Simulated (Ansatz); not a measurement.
# C₆H₁₉N₄Ta: one species, many methods

An exercise on one series of results from a longer session: the logs are not shown, and one member is left open.

Computed with Ansatz 0.2.0, Gaussian basis. Level: functionals in def2-TZVPP, the program's frozen cores in correlated methods.

Levels to be run: LDA (SPW92), PBE-D4, revPBE-D4, BLYP-D4, r2SCAN-D4, B97M-V, PBE0-D4, B3LYP-D4, r2SCANh-D4, r2SCAN0-D4, HSE06-D4, BHLYP-D4, CAM-B3LYP-D4, LC-ωPBE, ωB97X-V, ωB97M-V, B2PLYP, PBE-QIDH; CCSD(T)/def2-SVP; CCSD(T)/def2-TZVPP; MP2/def2-QZVPP; extrapolation to the limit; RPA on PBE.

### The relaxed structure

The geometry comes from an earlier relaxation with PBE0-D4 in a triple-zeta def2 set; it is a stationary point, not always the lowest conformer. Ta takes the def2 core potential; no spin-orbit term is included.

SMILES `C[N](C)[Ta](=[NH])([N](C)C)[N](C)C`, 30 atoms, charge 0, spin multiplicity 1.

Atoms are counted from 1 here; the program's logs count them from 0.

Bond lengths: C1–N2 1.443 Å, C1–H12 1.100 Å, C1–H13 1.100 Å, C1–H14 1.096 Å, N2–C3 1.442 Å, N2–Ta4 2.003 Å, C3–H15 1.100 Å, C3–H16 1.100 Å, C3–H17 1.089 Å, Ta4–N5 1.777 Å, Ta4–N6 2.003 Å, Ta4–N9 2.003 Å, N5–H18 1.005 Å, N6–C7 1.442 Å, N6–C8 1.443 Å, C7–H19 1.100 Å, C7–H20 1.089 Å, C7–H21 1.100 Å and more. Angles: N2–C1–H12 111.6°, N2–C1–H13 111.8°, N2–C1–H14 111.6°, H12–C1–H13 107.5°, H12–C1–H14 106.7°, H13–C1–H14 107.4°, C1–N2–C3 112.0°, C1–N2–Ta4 119.7°, C3–N2–Ta4 128.2°, N2–C3–H15 111.3°, N2–C3–H16 111.3°, N2–C3–H17 110.4°, H15–C3–H16 107.2°, H15–C3–H17 108.2°, H16–C3–H17 108.3°, N2–Ta4–N5 109.0°, N2–Ta4–N6 110.0°, N2–Ta4–N9 110.0° and more.

The first run:

in.yaml

```yaml
crystal:
  periodic: [false, false, false]
  atoms:
    - {symbol: C, position_ang: [-2.459262, -0.708873, -0.094426]}
    - {symbol: N, position_ang: [-1.599355, -0.015752, -1.022324]}
    - {symbol: C, position_ang: [-2.266217, 0.267662, -2.268820]}
    - {symbol: Ta, position_ang: [0.247012, 0.514794, -0.456364]}
    - {symbol: N, position_ang: [0.853245, 1.765649, -1.563878]}
    - {symbol: N, position_ang: [0.205032, 1.256785, 1.403403]}
    - {symbol: C, position_ang: [0.310396, 2.634404, 1.815633]}
    - {symbol: C, position_ang: [0.133362, 0.359208, 2.530386]}
    - {symbol: N, position_ang: [1.468421, -1.070568, -0.533207]}
    - {symbol: C, position_ang: [1.011638, -2.349434, -0.046678]}
    - {symbol: C, position_ang: [2.791867, -1.149523, -1.099888]}
    - {symbol: H, position_ang: [-3.369245, -0.130481, 0.122800]}
    - {symbol: H, position_ang: [-2.774349, -1.688533, -0.483454]}
    - {symbol: H, position_ang: [-1.959837, -0.882891, 0.865137]}
    - {symbol: H, position_ang: [-3.169836, 0.875120, -2.110115]}
    - {symbol: H, position_ang: [-2.581021, -0.657960, -2.773083]}
    - {symbol: H, position_ang: [-1.602204, 0.812803, -2.938656]}
    - {symbol: H, position_ang: [1.196073, 2.473326, -2.189631]}
    - {symbol: H, position_ang: [1.196230, 2.796204, 2.447951]}
    - {symbol: H, position_ang: [0.388944, 3.285522, 0.945765]}
    - {symbol: H, position_ang: [-0.567942, 2.944819, 2.400721]}
    - {symbol: H, position_ang: [1.012523, 0.459680, 3.183661]}
    - {symbol: H, position_ang: [-0.759449, 0.546408, 3.145375]}
    - {symbol: H, position_ang: [0.096662, -0.687914, 2.210084]}
    - {symbol: H, position_ang: [-0.010501, -2.290751, 0.343411]}
    - {symbol: H, position_ang: [1.002765, -3.105948, -0.845045]}
    - {symbol: H, position_ang: [1.651300, -2.730203, 0.763390]}
    - {symbol: H, position_ang: [3.099445, -0.176741, -1.481793]}
    - {symbol: H, position_ang: [2.829826, -1.872482, -1.928501]}
    - {symbol: H, position_ang: [3.528674, -1.474728, -0.350553]}
basis:
  gaussian: {orbitals: def2-TZVPP}
hamiltonian: {xc: lda}
output: {orbitals: {seedname: orbitals}}
```

Command:

```console
> ansatz run in.yaml --threads 11 --pin off --events-out ev --progress --plain --max-ram 110592MiB --backend cuda --devices 0, --max-vram 75GiB
```

Steps of the session up to this table: LDA; PBE-D4 (GGA); revPBE-D4 (GGA); BLYP-D4 (GGA); r2SCAN-D4 (meta-GGA); B97M-V (meta-GGA); PBE0-D4 (hybrid); B3LYP-D4 (hybrid); r2SCANh-D4 (hybrid); r2SCAN0-D4 (hybrid); HSE06-D4 (hybrid); BHLYP-D4 (hybrid); CAM-B3LYP-D4 (range-separated); LC-ωPBE (range-separated); ωB97X-V (range-separated); ωB97M-V (range-separated); B2PLYP (double hybrid); PBE-QIDH (double hybrid).

One of the session's tables, all rows but one given; the rest of the session is left out.

It belongs to the step «Frontier levels by functional». 

| functional | HOMO (eV) | LUMO (eV) | gap (eV) |
| --- | --- | --- | --- |
| LDA (SPW92) | -4.62 | -0.63 | 3.99 |
| PBE-D4 | -4.50 | -0.35 | 4.15 |
| revPBE-D4 | -4.45 | -0.27 | 4.18 |
| BLYP-D4 | -4.40 | -0.27 | 4.12 |
| r2SCAN-D4 | -4.71 | -0.13 | 4.58 |
| B97M-V | -4.88 | -0.38 | 4.50 |
| PBE0-D4 | -5.70 | 0.44 | 6.14 |
| B3LYP-D4 | -5.51 | 0.18 | 5.69 |
| r2SCANh-D4 | ? | ? | ? |
| r2SCAN0-D4 | -5.86 | 0.65 | 6.52 |
| HSE06-D4 | -5.31 | 0.08 | 5.38 |
| BHLYP-D4 | -6.87 | 1.10 | 7.97 |
| CAM-B3LYP-D4 | -7.00 | 1.25 | 8.24 |
| LC-ωPBE | -8.26 | 2.44 | 10.71 |
| ωB97X-V | -7.96 | 2.20 | 10.16 |
| ωB97M-V | -7.89 | 1.74 | 9.63 |

**Question.** Estimate the row for r2SCANh-D4.

Worked estimate for «HOMO (eV)». Against the share of exact exchange, r2SCAN-D4 (0, -4.71), r2SCAN0-D4 (0.25, -5.86) give a slope of -4.60 per unit share; at 0.1 the line stands at -5.17.

As computed: HOMO (eV): -5.17; LUMO (eV): 0.18; gap (eV): 5.35. In «HOMO (eV)» the line misses by 0.00.
